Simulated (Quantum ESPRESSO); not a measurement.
Crystal: SiO.

```
Si O
1.0
     2.80697    0.00000    0.00000
     0.00000    2.80697    0.00000
     0.00000    0.00000    2.80697
Si O
1 1
Direct
  0.00000 0.00000 0.00000
  0.50000 0.50000 0.50000
```

The cell was built by a generator and needn't be a form met in nature.

```yaml
Program: Quantum ESPRESSO 7.5
Task: energy-loss spectrum
Functional: LDA
Potentials_or_basis: GBRV 1.5 LDA
Cutoff: 612 eV
Density_cutoff: 4898 eV
k_mesh: 5 × 5 × 5, shifted
Occupations: fermi-dirac, width 0.05 eV
Spin: no spin polarisation
Iterations: 400
Form_of_the_LDA_correlation: PZ81
Most_SCF_iterations: 120
SCF_threshold: 4e-10 Ry
Mixing_beta: 0.05
```

Loss function by the Lanczos method: RPA with local fields, q = (0.500, 0.000, 0.000) Å⁻¹, 400 iterations, broadening 0.41 eV, up to 40 eV.

Q: Where does the loss function peak?

A: The main peak lies at 20.6 eV with height 2.37; further maxima at 12.8 eV.

Energy-loss function at q = [0.5, 0.0, 0.0] (Å⁻¹, cartesian):
```csv
energy (eV),loss
0.0,0.000
1.8,0.010
3.4,0.054
5.2,0.097
7.0,0.133
8.6,0.178
10.4,0.336
12.2,0.717
13.8,0.700
15.6,0.733
17.4,1.052
19.0,1.637
20.8,2.359
22.4,1.577
24.2,1.042
26.0,0.723
27.6,0.482
29.4,0.417
31.2,0.513
32.8,0.539
34.6,0.443
36.4,0.390
38.0,0.332
39.8,0.237
```

Spectra converge slowly with the k mesh, and this one (5 × 5 × 5) leaves small humps uncertain. From two thirds of the Lanczos chain to all of it the curve moves by up to 6 % of its peak.

Caveat: the k mesh is coarse (spacing up to 0.45 Å⁻¹), so the values aren't converged.
